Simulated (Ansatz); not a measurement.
# H3Ti: the cost of one run

Program: Ansatz 0.2.0, Gaussian basis. Level of theory: def2-QZVPP, core rule «outside noble gas», up to 9 orbitals frozen. These are calculated values, not measurements.

The runs, in order: UHF; ROHF; CCSD(T) on UHF.

2 further runs of the same task are left out: 2 set aside as unsound or not needed.

**1. The system**

The geometry is a PBE0/def2-TZVP stationary point (not a proven minimum).

4 atoms, charge 0, spin multiplicity 2.

Atoms are counted from 1 here; the program's logs count them from 0.

Bond lengths: Ti1–H2 1.731 Å, Ti1–H3 1.731 Å, Ti1–H4 1.731 Å. Angles: H2–Ti1–H3 120.0°, H2–Ti1–H4 120.0°, H3–Ti1–H4 120.0°.

Coordinates:

| atom | x (Å) | y (Å) | z (Å) |
| --- | --- | --- | --- |
| Ti1 | 0.00000 | 0.00000 | 0.00000 |
| H2 | 1.73117 | 0.01369 | 0.00647 |
| H3 | -0.87744 | 1.49240 | -0.00453 |
| H4 | -0.85373 | -1.50609 | -0.00193 |

**2. UHF**

Input file in.yaml:

```yaml
crystal:
  periodic: [false, false, false]
  atoms:
    - {symbol: Ti, position_ang: [0.000000, 0.000000, 0.000000]}
    - {symbol: H, position_ang: [1.731170, 0.013694, 0.006467]}
    - {symbol: H, position_ang: [-0.877440, 1.492400, -0.004533]}
    - {symbol: H, position_ang: [-0.853730, -1.506094, -0.001933]}
basis:
  gaussian: {orbitals: "def2-QZVPP.json"}
magnetization: {spin_polarized: true, initial_magnetization: 1}
hamiltonian: {xc: hf}
output: {orbitals: {seedname: orbitals}}
```

Command:

```
$ ansatz run in.yaml --threads 1 --pin off --events-out ev --progress --plain --max-ram 4096MiB --backend cpu
```

**Question.** How long does this run take on 1 thread of AMD EPYC 7R13, shared host, and how much memory does it need?

About 13 s, with a peak of 0.39 GiB.
